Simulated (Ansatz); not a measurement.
**ZnSe (F-43m): all-electron equation of state in Python**

Where is the equilibrium volume of ZnSe (F-43m) with all electrons, and how stiff is it? Aim: an all-electron equation of state, for ZnSe (F-43m), run from a script.

All numbers are computed with Ansatz 0.2.0 through its Python package. Level of theory: DFT LDA, all-electron LAPW.

### 1 The structure

It takes space group F-43m (No. 216, cubic). Conventional cell: a = 5.668 Å, b = 5.668 Å, c = 5.668 Å, α = 90.00°, β = 90.00°, γ = 90.00°. Zn (site symmetry -43m) is surrounded by 4 Se at 2.45 Å. Se (site symmetry -43m) is surrounded by 4 Zn at 2.45 Å.

No structure file is read: the coordinates are typed or built in the script.

### 2 The script

run_eos_lapw.py

```python
import logging
import sys
import warnings

import ansatz as az
from ase.eos import EquationOfState
from ase.units import GPa
import numpy as np

logging.basicConfig(stream=sys.stdout, format="%(name)s: %(message)s")
logger = logging.getLogger("calc")
logger.setLevel(logging.INFO)

VECTORS = np.array([
    [0.0, 2.8338, 2.8338],
    [2.8338, 0.0, 2.8338],
    [2.8338, 2.8338, 0.0],
])
SITES = [
    ("Zn", (0.0, 0.0, 0.0)),
    ("Se", (0.25, 0.25, 0.25)),
]


def crystal_on(cell):
    crystal = az.Crystal(lattice=az.Lattice.of(cell))
    for symbol, position in SITES:
        crystal = crystal.atom(symbol, position)
    return crystal

warnings.simplefilter("ignore", az.DeckWarning)

volumes, energies = [], []
for scale in np.linspace(0.92, 1.08, 5):
    cell = VECTORS * scale ** (1 / 3)
    calculation = (
        crystal_on(cell).calculation()
        .functional("lda")
        .occupations("Fixed")
        .kpoints(6, 6, 6)
        .pseudopotentials("all_electron", lapw=True, basis_error=0.001)
    )
    r = calculation.run().report
    volumes.append(abs(np.linalg.det(cell)) / len(SITES))
    energies.append(r["free_energy_ev"] / len(SITES))
    logger.info(f"{scale:.3f} {volumes[-1]:9.4f} A^3/atom {energies[-1]:16.5f} eV/atom  (estimated basis error {1000 * r['lapw_basis_errors']['total_ev_per_atom']:.2f} meV/atom)")
v0, e0, bulk = EquationOfState(volumes, energies, eos="birchmurnaghan").fit()
logger.info(f"V0 = {v0:.4f} A^3/atom, B0 = {bulk / GPa:.1f} GPa")
```

### 3 What the engine is handed

The engine receives this input (first run):

```yaml
crystal:
  lattice:
    - [0.0, 2.756122215738994, 2.756122215738994]
    - [2.756122215738994, 0.0, 2.756122215738994]
    - [2.756122215738994, 2.756122215738994, 0.0]
  atoms:
    - { symbol: Zn, position: [0.0, 0.0, 0.0] }
    - { symbol: Se, position: [0.25, 0.25, 0.25] }
kpoints:
  mp_grid:
    grid: [6, 6, 6]
hamiltonian:
  xc: lda
  pseudopotentials:
    kind: all_electron
    lapw:
      basis_error: 0.001
scf:
  occupations:
    method: fixed
```

### 4 Launch

The run is started by

```bash
python run_eos_lapw.py
```

Standard output:

```text
calc: 0.920   20.9361 A^3/atom     -57420.82131 eV/atom  (estimated basis error 0.44 meV/atom)
calc: 0.960   21.8463 A^3/atom     -57420.82523 eV/atom  (estimated basis error 0.43 meV/atom)
calc: 1.000   22.7566 A^3/atom     -57420.81304 eV/atom  (estimated basis error 0.42 meV/atom)
calc: 1.040   23.6669 A^3/atom     -57420.78809 eV/atom  (estimated basis error 0.42 meV/atom)
calc: 1.080   24.5771 A^3/atom     -57420.75306 eV/atom  (estimated basis error 0.43 meV/atom)
calc: V0 = 21.5852 A^3/atom, B0 = 71.7 GPa
```

It took 42 s on 1 thread of Arm Neoverse V1, shared host; peak memory 0.34 GiB.

### 5 Inputs of later runs

The engine's inputs for some of the other runs:

Run 2, against run 1:

```diff
@@ -3,3 +3,3 @@
-    - [0.0, 2.756122215738994, 2.756122215738994]
-    - [2.756122215738994, 0.0, 2.756122215738994]
-    - [2.756122215738994, 2.756122215738994, 0.0]
+    - [0.0, 2.795500710495075, 2.795500710495075]
+    - [2.795500710495075, 0.0, 2.795500710495075]
+    - [2.795500710495075, 2.795500710495075, 0.0]
```

Run 3, against run 1:

```diff
@@ -3,3 +3,3 @@
-    - [0.0, 2.756122215738994, 2.756122215738994]
-    - [2.756122215738994, 0.0, 2.756122215738994]
-    - [2.756122215738994, 2.756122215738994, 0.0]
+    - [0.0, 2.8338, 2.8338]
+    - [2.8338, 0.0, 2.8338]
+    - [2.8338, 2.8338, 0.0]
```

Run 5, against run 1:

```diff
@@ -3,3 +3,3 @@
-    - [0.0, 2.756122215738994, 2.756122215738994]
-    - [2.756122215738994, 0.0, 2.756122215738994]
-    - [2.756122215738994, 2.756122215738994, 0.0]
+    - [0.0, 2.907437902615454, 2.907437902615454]
+    - [2.907437902615454, 0.0, 2.907437902615454]
+    - [2.907437902615454, 2.907437902615454, 0.0]
```

### 6 What each run gave

From the records of these 5 runs:

| run | volume (Å³/atom) | energy from run 2 (meV/atom) | gap on the mesh (eV) | SCF cycles | CPU time (s) |
| --- | --- | --- | --- | --- | --- |
| 1 | 20.936 | 3.93 | 1.37 | 7 | 8.1 |
| 2 | 21.846 | 0.00 | 1.20 | 7 | 8.1 |
| 3 | 22.757 | 12.19 | 1.03 | 7 | 8 |
| 4 | 23.667 | 37.15 | 0.88 | 7 | 8.1 |
| 5 | 24.577 | 72.17 | 0.73 | 7 | 7.9 |

### 7 Summary of results

```
                      quantity           value
                 runs compared               5
               range of energy  72.17 meV/atom
lowest point, volume (Å³/atom)          21.846
      equilibrium volume (fit)   21.59 Å³/atom
            bulk modulus (fit)          72 GPa
```

In words: A third-order Birch-Murnaghan fit through the 5 points has its minimum at 21.59 Å³ an atom, 5.1 % below the typed cell, with a bulk modulus of 72 GPa and dB/dP = 4.6. From that minimum the energy rises by 4.6 meV an atom on the compressed side and 72.9 meV on the expanded side. The window is off centre, so dB/dP is rough. All-electron totals depend on functional, relativistic treatment and basis; only differences at equal settings carry meaning.
